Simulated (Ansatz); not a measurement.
**Ti2AlC: further runs on the relaxed cell**

One table from this session's results is given with a row withheld; the runs are named, their logs left out.

Computed with Ansatz 0.2.0 (DFT PBEsol, scalar-relativistic, plane waves, PAW, unless a step's input says otherwise).

1 further run of the same task is left out (set aside as unsound or not needed).

## The structure to begin with

The structure is hexagonal, space group P6_3/mmc (No. 194). Conventional cell: a = 3.038 Å, b = 3.038 Å, c = 13.637 Å, α = 90.00°, β = 90.00°, γ = 120.00°. Ti (site symmetry 3m) has 3 C at 2.09 Å as nearest neighbours. Around Al (site symmetry -6m2) lie 6 Ti at 2.87 Å and 6 Al at 3.04 Å. C (site symmetry -3m) has 6 Ti at 2.09 Å as nearest neighbours.

Structure file:

```
Ti Al C
1.0
     3.03791    0.00000    0.00000
    -1.51895    2.63091    0.00000
     0.00000    0.00000   13.63650
Ti Al C
4 2 2
Direct
  0.33333 0.66667 0.08328
  0.66667 0.33333 0.58328
  0.66667 0.33333 0.91672
  0.33333 0.66667 0.41672
  0.33333 0.66667 0.75000
  0.66667 0.33333 0.25000
  0.00000 0.00000 0.00000
  0.00000 0.00000 0.50000
```

It goes back to an entry of the Materials Project, which need not be the stable form.

This cell was relaxed beforehand with the same method: volume 13.62 Å³/atom, gap on the mesh none (metal).

The first run:

Input file input.yaml:

```yaml
crystal:
  lattice:
    - [3.0072218166, 0.0, 0.0]
    - [-1.5036109083, 2.604330488, 0.0]
    - [0.0, 0.0, 13.4987484256]
  atoms:
    - { symbol: Ti, position: [0.3333333333, 0.6666666667, 0.0832777515] }
    - { symbol: Ti, position: [0.6666666667, 0.3333333333, 0.5832777515] }
    - { symbol: Ti, position: [0.6666666667, 0.3333333333, 0.9167222485] }
    - { symbol: Ti, position: [0.3333333333, 0.6666666667, 0.4167222485] }
    - { symbol: Al, position: [0.3333333333, 0.6666666667, 0.75] }
    - { symbol: Al, position: [0.6666666667, 0.3333333333, 0.25] }
    - { symbol: C, position: [0.0, 0.0, 0.0] }
    - { symbol: C, position: [0.0, 0.0, 0.5] }
basis:
  ecutwfc: 420
kpoints:
  mp_grid: { grid: [12, 12, 4] }
hamiltonian:
  xc: pbesol
scf:
  occupations: { method: gaussian, width: 0.1 }
output:
  forces: true
  stress: true
  eigenvalues: true
relax:
  adjacent_minimum: "off"
  f_tol: 0.01
  max_steps: 30
  cell: { stress_tol: 0.1, fix: [volume] }
```

On the command line:

```console
$ ansatz run input.yaml --threads 2 --pin off --max-ram 5120MiB --backend cpu --events-out ev --progress --plain --runs-dir out
```

Among the steps run: The cell scaled to 0.97 of its volume; Volume × 1.03; Volume × 0.94; Volume × 1.06; Point at V/V0 = 0.91; Point at V/V0 = 1.10; The cell scaled to 0.88 of its volume.

One of the session's tables, all rows but one given; the rest of the session is left out.

It belongs to the step «Fit of the equation of state». 

| volume (Å³/atom) | energy above the lowest point (meV/atom) | pressure (GPa) |
| --- | --- | --- |
| 11.989 | 111.0 | 24.20 |
| 12.398 | ? | ? |
| 12.806 | 24.8 | 10.23 |
| 13.215 | 5.9 | 4.71 |
| 13.624 | 0.0 | -0.02 |
| 14.032 | 5.3 | -4.05 |
| 14.441 | 20.1 | -7.48 |
| 14.986 | 52.2 | -11.26 |

Q: Estimate the row for volume (Å³/atom) = 12.398 from the others.

Worked estimate for «energy above the lowest point (meV/atom)». A straight line through the neighbours (11.989, 111.0) and (12.806, 24.8) gives 111.0 + (24.8 − 111.0) × (12.398 − 11.989) / (12.806 − 11.989) = 67.8; a parabola fitted to 3 rows on both sides gives 59.8.

**Answer.** energy above the lowest point (meV/atom): 59.0; pressure (GPa): 16.67. In «energy above the lowest point (meV/atom)» the line misses by +8.8 and the parabola by +0.8.
